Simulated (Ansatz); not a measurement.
# Na3Cd: the cost of one run

Computed with Ansatz 0.2.0 (DFT PBEsol, scalar-relativistic, plane waves, PAW, unless a step's input says otherwise).

## Step 1: The structure to begin with

It takes space group I4/mmm (No. 139, tetragonal). The conventional cell has a = 5.169 Å, b = 5.169 Å, c = 8.743 Å, α = 90.00°, β = 90.00°, γ = 90.00°. Na (site symmetry -4m2) is surrounded by 8 Na at 3.38 to 3.66 Å and 4 Cd at 3.38 Å. Na (site symmetry 4/mmm) is surrounded by 8 Na at 3.38 Å and 4 Cd at 3.66 Å. Around Cd (site symmetry 4/mmm) lie 12 Na at 3.38 to 3.66 Å.

Structure file:

```cif
data_structure
_symmetry_space_group_name_H-M 'I4/mmm'
_symmetry_Int_Tables_number 139
_cell_length_a 5.1690
_cell_length_b 5.1690
_cell_length_c 8.7435
_cell_angle_alpha 90.000
_cell_angle_beta 90.000
_cell_angle_gamma 90.000
_cell_volume 233.61
loop_
_atom_site_label
_atom_site_type_symbol
_atom_site_symmetry_multiplicity
_atom_site_Wyckoff_symbol
_atom_site_fract_x
_atom_site_fract_y
_atom_site_fract_z
_atom_site_occupancy
Na1 Na 4 d 0.00000 0.50000 0.25000 1
Na2 Na 2 b 0.50000 0.50000 0.00000 1
Cd1 Cd 2 a 0.00000 0.00000 0.00000 1
```

The structure comes from the Materials Project (structure only).

## Step 2: A change within the space group

What differs from the listed cell: strain xx, yy, zz, yz, xz, xy = +4.7, +4.7, +1.7, +0.0, +0.0, +0.0 %.

The input, input.yaml:

```yaml
crystal:
  lattice:
    - [-2.7063029509, 2.7063029509, 4.4466139613]
    - [2.7063029509, -2.7063029509, 4.4466139613]
    - [2.7063029509, 2.7063029509, -4.4466139613]
  atoms:
    - { symbol: Na, position: [0.75, 0.25, 0.5] }
    - { symbol: Na, position: [0.25, 0.75, 0.5] }
    - { symbol: Na, position: [0.5, 0.5, 0.0] }
    - { symbol: Cd, position: [0.0, 0.0, 0.0] }
basis:
  ecutwfc: 420
kpoints:
  mp_grid: { grid: [12, 12, 12] }
hamiltonian:
  xc: pbesol
scf:
  occupations: { method: gaussian, width: 0.1 }
output:
  forces: true
  stress: true
  eigenvalues: true
```

Command:

```console
$ ansatz run input.yaml --threads 1 --pin off --max-ram 1331MiB --backend cpu --events-out ev --progress --plain --runs-dir out
```

Q: Estimate wall time and peak memory on 1 thread of an x86-64 CPU, shared host.

About 44 s, with a peak of 0.69 GiB.
